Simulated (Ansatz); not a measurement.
# KLuO2: the cost of one run

Program: Ansatz 0.2.0. Level of theory: DFT PBEsol, scalar-relativistic, plane waves, PAW. These are calculated values, not measurements.

1 further run of the same task is left out (it didn't finish).

## (1) The structure to begin with

It takes space group R-3m (No. 166, trigonal). Conventional cell: a = 3.358 Å, b = 3.358 Å, c = 18.410 Å, α = 90.00°, β = 90.00°, γ = 120.00°. K (site symmetry -3m) is surrounded by 6 O at 2.74 Å. Lu (site symmetry -3m) has 6 O at 2.25 Å as nearest neighbours. Around O (site symmetry 3m) lie 3 Lu at 2.25 Å and 3 K at 2.74 Å.

Coordinates:

```
CELL_PARAMETERS angstrom
1.67879 0.96925 6.13652
-1.67879 0.96925 6.13652
0.00000 -1.93850 6.13652
ATOMIC_POSITIONS crystal
K 0.50000 0.50000 0.50000
Lu 0.00000 0.00000 0.00000
O 0.27161 0.27161 0.27161
O 0.72839 0.72839 0.72839
```

An earlier run at PBEsol left this cell at 14.978 Å³/atom and 0.01 GPa (10×10×10 mesh).

Volume factors to run: 0.980, 1.020, 0.960, 1.040.

## (2) Scaling the volume by 0.980

Input file input.yaml:

```yaml
crystal:
  lattice:
    - [1.6675233964, 0.9627450818, 6.0953370439]
    - [-1.6675233964, 0.9627450818, 6.0953370439]
    - [0.0, -1.9254901636, 6.0953370439]
  atoms:
    - { symbol: K, position: [0.5, 0.5, 0.5] }
    - { symbol: Lu, position: [0.0, 0.0, 0.0] }
    - { symbol: O, position: [0.2716102129, 0.2716102129, 0.2716102129] }
    - { symbol: O, position: [0.7283897871, 0.7283897871, 0.7283897871] }
basis:
  ecutwfc: 420
  ecutrho_ratio: 4
kpoints:
  mp_grid: { grid: [10, 10, 10] }
hamiltonian:
  xc: pbesol
scf:
  occupations: { method: gaussian, width: 0.05 }
output:
  forces: true
  stress: true
  eigenvalues: true
relax:
  f_tol: 0.01
  max_steps: 40
  cell: { stress_tol: 0.1, fix: [volume] }
```

Command:

```sh
$ ansatz run input.yaml --threads 4 --pin off --max-ram 4096MiB --backend cpu --events-out ev --progress --plain --runs-dir out
```

Q: Estimate wall time and peak memory on 4 threads of an Arm CPU, shared host.

About 26 s, with a peak of 0.55 GiB.
